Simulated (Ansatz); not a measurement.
**A workflow on BrCl3Si (bromotrichlorosilane)**

We compute a series of 16 runs (HF/STO-3G, UHF/STO-3G, HF/3-21G, UHF/3-21G, HF/6-31G*, B3LYP/6-31G*, PBE/def2-SVP, MP2/6-31G*) of BrCl3Si (bromotrichlorosilane). 

The results are computed with Ansatz 0.2.0.

## (1) Starting point

The species is BrCl3Si (5 atoms), typed as a singlet with charge 0. SMILES: `Cl[Si](Cl)(Cl)Br`. The shape is that of a PBE0-D4/def2-TZVP optimisation. The run starts from this shape.

Bond lengths: Cl1–Si2 2.023 Å, Si2–Cl3 2.023 Å, Si2–Cl4 2.023 Å, Si2–Br5 2.188 Å. Angles: Cl1–Si2–Cl3 109.3°, Cl1–Si2–Cl4 109.3°, Cl1–Si2–Br5 109.7°, Cl3–Si2–Cl4 109.3°, Cl3–Si2–Br5 109.7°, Cl4–Si2–Br5 109.7°.

## (2) A geometry optimisation at HF/STO-3G (run 1)

Contents of in.yaml:

```yaml
crystal:
  periodic: [false, false, false]
  atoms:
    - {symbol: Cl, position_ang: [-0.852900, -0.217700, 1.821600]}
    - {symbol: Si, position_ang: [0.003400, -0.042600, -0.003200]}
    - {symbol: Cl, position_ang: [1.690500, -1.158200, -0.059200]}
    - {symbol: Cl, position_ang: [-1.285700, -0.709700, -1.412800]}
    - {symbol: Br, position_ang: [0.494400, 2.054400, -0.387900]}
basis:
  gaussian: {orbitals: STO-3G}
hamiltonian: {xc: hf}
output: {orbitals: {seedname: orbitals}}
relax: {f_tol: 0.002}
```

Launch:

```sh
$ ansatz run in.yaml --threads 1 --pin off --max-ram 3480MiB --events-out events.jsonl --progress --plain --runs-dir runs
```

The log of the run:

```text
Warning: RAYON_NUM_THREADS=1 ignored (pool sized by the plan → 1); use --threads N
The last accepted step is kept in runs//last_step.txt (removed where the run ends without a failure and the disk answers)
[... 43 lines left out ...]
Total energy: -114130.38965860 eV, -4194.2144595970 hartree
[... 5 lines left out ...]
Dipole moment:     0.066055     0.282129    -0.051757 e Å
```

Wall time 7.2 s (1 thread of Arm Neoverse V1, shared host); peak memory 0.13 GiB.

Step by step:

| step | energy from the first frame kept (eV) | largest force (eV/Å) |
| --- | --- | --- |
| 1 | 0.0000 | 1.6302 |
| 2 | -0.0903 | 0.7430 |
| 3 | -0.1283 | 0.1189 |
| 4 | -0.1291 | 0.0175 |
| 5 | -0.1291 | 0.0005 |

After the run. Bond lengths: Cl1–Si2 2.078 Å, Si2–Cl3 2.078 Å, Si2–Cl4 2.078 Å, Si2–Br5 2.189 Å. Angles: Cl1–Si2–Cl3 108.1°, Cl1–Si2–Cl4 108.1°, Cl1–Si2–Br5 110.8°, Cl3–Si2–Cl4 108.1°, Cl3–Si2–Br5 110.8°, Cl4–Si2–Br5 110.8°.

## (3) The harmonic vibrations at HF/STO-3G (run 2)

Contents of job.yaml:

```yaml
basis:
  gaussian:
    orbitals: STO-3G
crystal:
  periodic: [false, false, false]
  atoms:
    - {symbol: Cl, position_ang: [-0.871844, -0.229858, 1.859225]}
    - {symbol: Si, position_ang: [0.010876, -0.010761, -0.009033]}
    - {symbol: Cl, position_ang: [1.721732, -1.188935, -0.058724]}
    - {symbol: Cl, position_ang: [-1.313169, -0.731593, -1.439032]}
    - {symbol: Br, position_ang: [0.502105, 2.087347, -0.393937]}
hamiltonian:
  xc: hf
phonons:
  temperatures: {t_min: 298.15, t_max: 298.15, t_step: 1}
```

Launch:

```sh
$ ansatz run job.yaml --threads 1 --pin off --max-ram 3480MiB --events-out events.jsonl --progress --plain --runs-dir runs
```

The log of the run:

```text
Warning: RAYON_NUM_THREADS=1 ignored (pool sized by the plan → 1); use --threads N
[... 106 lines left out ...]
Total energy: -114130.38965837 eV, -4194.2144595885 hartree
[... 5 lines left out ...]
Dipole moment:     0.066054     0.282130    -0.051755 e Å
Vibrations: 137.70 137.70 196.39 210.08 210.08 408.06 668.44 703.93 703.93 cm⁻¹, zero-point energy 0.209305 eV
```

Run time: 20 s. Hardware: 1 thread of Arm Neoverse V1, shared host; peak memory 0.13 GiB.

Runs 3 to 12 aren't shown in full; the table further down has their settings and results.

## (4) A structure relaxation at PBE/def2-SVP (run 13)

Contents of molecule.yaml:

```yaml
basis:
  gaussian:
    orbitals: def2-SVP
crystal:
  periodic: [false, false, false]
  atoms:
    - {symbol: Cl, position_ang: [-0.852900, -0.217700, 1.821600]}
    - {symbol: Si, position_ang: [0.003400, -0.042600, -0.003200]}
    - {symbol: Cl, position_ang: [1.690500, -1.158200, -0.059200]}
    - {symbol: Cl, position_ang: [-1.285700, -0.709700, -1.412800]}
    - {symbol: Br, position_ang: [0.494400, 2.054400, -0.387900]}
hamiltonian:
  xc: pbe
relax:
  f_tol: 0.002
output: {orbitals: {seedname: orbitals}}
```

Launch:

```sh
$ ansatz run molecule.yaml --threads 1 --pin off --max-ram 3480MiB --events-out events.jsonl --progress --plain --runs-dir runs
```

The log of the run:

```text
Warning: RAYON_NUM_THREADS=1 ignored (pool sized by the plan → 1); use --threads N
[... 7 lines left out ...]
1126 factors; their error is unknown
[... 9 lines left out ...]
1126 factors; their error is unknown
[... 6 lines left out ...]
1126 factors; their error is unknown
[... 5 lines left out ...]
1126 factors; their error is unknown
[... 5 lines left out ...]
1126 factors; their error is unknown
[... 5 lines left out ...]
1126 factors; their error is unknown
[... 3 lines left out ...]
Total energy: -115444.58888792 eV, -4242.5103904782 hartree
[... 5 lines left out ...]
Dipole moment:     0.007858     0.033546    -0.006162 e Å
```

Run time: 19 s. Hardware: 1 thread of Arm Neoverse V1, shared host; peak memory 0.15 GiB.

Step by step:

| step | energy from the first frame kept (eV) | largest force (eV/Å) |
| --- | --- | --- |
| 1 | 0.0000 | 0.7210 |
| 2 | -0.0395 | 0.1171 |
| 3 | -0.0405 | 0.0206 |
| 4 | -0.0405 | 0.0185 |
| 5 | -0.0405 | 0.0002 |

After the run. Bond lengths: Cl1–Si2 2.056 Å, Si2–Cl3 2.056 Å, Si2–Cl4 2.056 Å, Si2–Br5 2.214 Å. Angles: Cl1–Si2–Cl3 109.2°, Cl1–Si2–Cl4 109.2°, Cl1–Si2–Br5 109.7°, Cl3–Si2–Cl4 109.2°, Cl3–Si2–Br5 109.7°, Cl4–Si2–Br5 109.7°.

Runs 14 to 15 aren't shown in full; the table further down has their settings and results.

## (5) Vibrational wavenumbers at MP2/6-31G(d) (Cartesian functions) (run 16)

Contents of in.yaml:

```yaml
crystal:
  periodic: [false, false, false]
  atoms:
    - {symbol: Cl, position_ang: [-0.855623, -0.218319, 1.827381]}
    - {symbol: Si, position_ang: [0.003157, -0.043736, -0.002987]}
    - {symbol: Cl, position_ang: [1.695783, -1.161799, -0.059376]}
    - {symbol: Cl, position_ang: [-1.289776, -0.711894, -1.417242]}
    - {symbol: Br, position_ang: [0.496160, 2.061948, -0.389277]}
basis:
  gaussian:
    orbitals: "6-31G*"
correlation:
  method: mp2
phonons:
  temperatures:
    t_min: 298.15
    t_max: 298.15
    t_step: 1
```

Launch:

```sh
$ ansatz run in.yaml --threads 1 --pin off --max-ram 3480MiB --events-out events.jsonl --progress --plain --runs-dir runs
```

The log of the run:

```text
Warning: RAYON_NUM_THREADS=1 ignored (pool sized by the plan → 1); use --threads N
[... 11 lines left out ...]
29 core orbitals not correlated: weight in the atoms' cores, before any rotation towards them, 1.000 or more for the frozen orbitals, at most 0.000 for the correlated occupied ones
[... 73 lines left out ...]
29 core orbitals not correlated: weight in the atoms' cores, before any rotation towards them, 1.000 or more for the frozen orbitals, at most 0.000 for the correlated occupied ones
[... 67 lines left out ...]
Dipole moment:     0.006731     0.028740    -0.005276 e Å
[... 1 line left out ...]
Checks for a lower state left out: cluster_reference
```

Run time: 2.9 min. Hardware: 1 thread of Arm Neoverse V1, shared host; peak memory 0.29 GiB.

## (6) Overview of the runs

| run | level | walk f tol | task | temperatures | partner | energy (Eh) | dipole moment (D) | wall time |
| --- | --- | --- | --- | --- | --- | --- | --- | --- |
| 1 | HF/STO-3G | 0.002 | optimise | – | base | -4194.214460 | 1.41 | 7.2 s |
| 2 | HF/STO-3G | – | frequencies | (298.15, 298.15, 1) | base | -4194.214460 | 1.41 | 20 s |
| 3 | UHF/STO-3G | – | energy | – | cation | -4193.867542 | – | 3.3 s |
| 4 | UHF/STO-3G | – | optimise | – | cation | -4193.892984 | – | 20 s |
| 5 | HF/3-21G | 0.002 | optimise | – | base | -4219.492786 | 1.28 | 13 s |
| 6 | HF/3-21G | – | frequencies | (298.15, 298.15, 1) | base | -4219.492781 | 1.28 | 28 s |
| 7 | UHF/3-21G | – | energy | – | cation | -4219.076231 | – | 41 s |
| 8 | UHF/3-21G | – | optimise | – | cation | -4219.106738 | – | 90 s |
| 9 | HF/6-31G* (Cartesian functions) | 0.002 | optimise | – | base | -4239.666992 | 0.30 | 23 s |
| 10 | HF/6-31G* (Cartesian functions) | – | frequencies | (298.15, 298.15, 1) | base | -4239.666993 | 0.30 | 70 s |
| 11 | B3LYP/6-31G* (Cartesian functions) | 0.002 | optimise | – | base | -4244.155223 | 0.31 | 44 s |
| 12 | B3LYP/6-31G* (Cartesian functions) | – | frequencies | (298.15, 298.15, 1) | base | -4244.155223 | 0.31 | 1.7 min |
| 13 | PBE/def2-SVP | 0.002 | optimise | – | base | -4242.510390 | 0.17 | 19 s |
| 14 | PBE/def2-SVP | – | frequencies | (298.15, 298.15, 1) | base | -4242.510390 | 0.17 | 41 s |
| 15 | MP2/6-31G* (Cartesian functions) | 0.002 | optimise | – | base | -4240.393797 | 0.14 | 60 s |
| 16 | MP2/6-31G* (Cartesian functions) | – | frequencies | (298.15, 298.15, 1) | base | -4240.393798 | 0.14 | 2.9 min |

## (7) Outcome

| quantity | value |
| --- | --- |
| run 16, MP2/6-31G*: total energy | -4240.39380 Eh |
| run 16, MP2/6-31G*: dipole moment (correlated density) | 0.14 D |
| run 16, MP2/6-31G*: correlation energy (29 core orbitals frozen) | -726.8 mEh |
| run 16, MP2/6-31G*: largest force on an atom | 0.000 eV/Å |
| run 16, MP2/6-31G*: lowest harmonic wavenumber | 132 cm⁻¹ |
| run 16, MP2/6-31G*: highest harmonic wavenumber | 640 cm⁻¹ |
| run 16, MP2/6-31G*: zero-point energy | 18.6 kJ/mol |
| vertical ionisation energy (to the doublet cation), HF/STO-3G | 9.440 eV |
| vertical ionisation energy (to the doublet cation), HF/3-21G | 11.335 eV |
| adiabatic ionisation energy (to the doublet cation, no zero-point term), HF/STO-3G | 8.748 eV |
| adiabatic ionisation energy (to the doublet cation, no zero-point term), HF/3-21G | 10.505 eV |

**Reading.** At HF/STO-3G: removing an electron at fixed nuclei costs 9.44 eV (218 kcal/mol). At HF/3-21G: removing an electron at fixed nuclei costs 11.33 eV (1094 kJ/mol). At HF/STO-3G: the adiabatic ionisation energy (to the doublet cation, no zero-point term) is 8.75 eV (844 kJ/mol). At HF/3-21G: the adiabatic ionisation energy (to the doublet cation, no zero-point term) is 10.50 eV (242 kcal/mol). Totals of different functionals can't be ranked against each other. All runs together took 13 min, the longest 2.9 min.
